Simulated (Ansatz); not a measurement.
# Zr2Si4GePd: the cost of one run

Computed with Ansatz 0.2.0 (DFT PBE, scalar-relativistic, plane waves, PAW, unless a step names another level, unless a step's input says otherwise).

5 further runs of the same task are left out: 4 that didn't finish, 1 set aside as unsound or not needed. Runs told in other sessions of the task aren't counted.

### Step 1. The structure to begin with

It takes space group Pmmn (No. 59, orthorhombic). Conventional cell: a = 3.654 Å, b = 3.875 Å, c = 19.547 Å, α = 90.00°, β = 90.00°, γ = 90.00°. Zr (site symmetry mm2) is surrounded by 6 Si at 2.79 to 2.81 Å and 4 Pd at 3.08 Å. Zr (site symmetry mm2) has 6 Si at 2.80 to 2.85 Å and 4 Ge at 3.09 Å in its first shell of neighbours. Si (site symmetry mm2) is surrounded by 4 Pd at 2.44 to 2.45 Å and 4 Si at 2.67 Å. Si (site symmetry mm2) is surrounded by 2 Si at 2.34 Å and 1 Pd at 2.38 Å and 6 Zr at 2.79 to 2.85 Å. Around Si (site symmetry mm2) lie 2 Ge at 2.56 Å. Around Si (site symmetry mm2) lie 2 Si at 2.34 Å and 1 Ge at 2.44 Å and 6 Zr at 2.80 to 2.81 Å. Ge (site symmetry mm2) has 3 Si at 2.44 to 2.56 Å in its first shell of neighbours. Pd (site symmetry mm2) has 5 Si at 2.38 to 2.45 Å in its first shell of neighbours.

As a file:

```cif
data_structure
_symmetry_space_group_name_H-M 'Pmmn:1'
_symmetry_Int_Tables_number 59
_cell_length_a 3.6535
_cell_length_b 3.8751
_cell_length_c 19.5467
_cell_angle_alpha 90.000
_cell_angle_beta 90.000
_cell_angle_gamma 90.000
_cell_volume 276.74
loop_
_atom_site_label
_atom_site_type_symbol
_atom_site_symmetry_multiplicity
_atom_site_Wyckoff_symbol
_atom_site_fract_x
_atom_site_fract_y
_atom_site_fract_z
_atom_site_occupancy
Zr1 Zr 2 b 0.50000 0.00000 0.15901 1
Zr2 Zr 2 a 0.00000 0.00000 0.68705 1
Si1 Si 2 a 0.00000 0.00000 0.00387 1
Si2 Si 2 b 0.00000 0.50000 0.20113 1
Si3 Si 2 b 0.50000 0.00000 0.52109 1
Si4 Si 2 a 0.00000 0.00000 0.26803 1
Ge1 Ge 2 a 0.00000 0.00000 0.39296 1
Pd1 Pd 2 b 0.50000 0.00000 0.92046 1
```

It came out lowest among 17 distinct ends of the trial cells. At a tolerance of 0.05 Å it has space group Pmmn (No. 59).

### Step 2. Kick test: the unmoved cell on a coarse mesh

File input.yaml:

```yaml
crystal:
  lattice:
    - [3.6535332664, 0.0, 0.0]
    - [0.0, 3.8751455376, 0.0]
    - [0.0, 0.0, 19.5466642247]
  atoms:
    - { symbol: Zr, position: [0.5, 0.0, 0.1590141917] }
    - { symbol: Zr, position: [0.0, 0.5, 0.8409858083] }
    - { symbol: Zr, position: [0.0, 0.0, 0.6870492471] }
    - { symbol: Zr, position: [0.5, 0.5, 0.3129507529] }
    - { symbol: Si, position: [0.0, 0.0, 0.0038739623] }
    - { symbol: Si, position: [0.5, 0.5, 0.9961260377] }
    - { symbol: Si, position: [0.0, 0.5, 0.2011349593] }
    - { symbol: Si, position: [0.5, 0.0, 0.7988650407] }
    - { symbol: Si, position: [0.5, 0.0, 0.5210932327] }
    - { symbol: Si, position: [0.0, 0.5, 0.4789067673] }
    - { symbol: Si, position: [0.0, 0.0, 0.2680345892] }
    - { symbol: Si, position: [0.5, 0.5, 0.7319654108] }
    - { symbol: Ge, position: [0.0, 0.0, 0.392956463] }
    - { symbol: Ge, position: [0.5, 0.5, 0.607043537] }
    - { symbol: Pd, position: [0.5, 0.0, 0.9204635305] }
    - { symbol: Pd, position: [0.0, 0.5, 0.0795364695] }
basis:
  ecutwfc: 420
kpoints:
  mp_grid: { grid: [6, 6, 1] }
hamiltonian:
  xc: pbe
scf:
  occupations: { method: gaussian, width: 0.2 }
  lower_state_search: "off"
output:
  forces: true
  stress: true
  eigenvalues: true
```

The run is started by

```
> ansatz run input.yaml --threads 1 --pin off --max-ram 2560MiB --backend cpu --events-out ev --progress --plain --runs-dir out
```

Q: Estimate wall time and peak memory on 1 thread of Intel Xeon Platinum 8488C (Sapphire Rapids), shared host.

About 21 s, with a peak of 0.77 GiB.
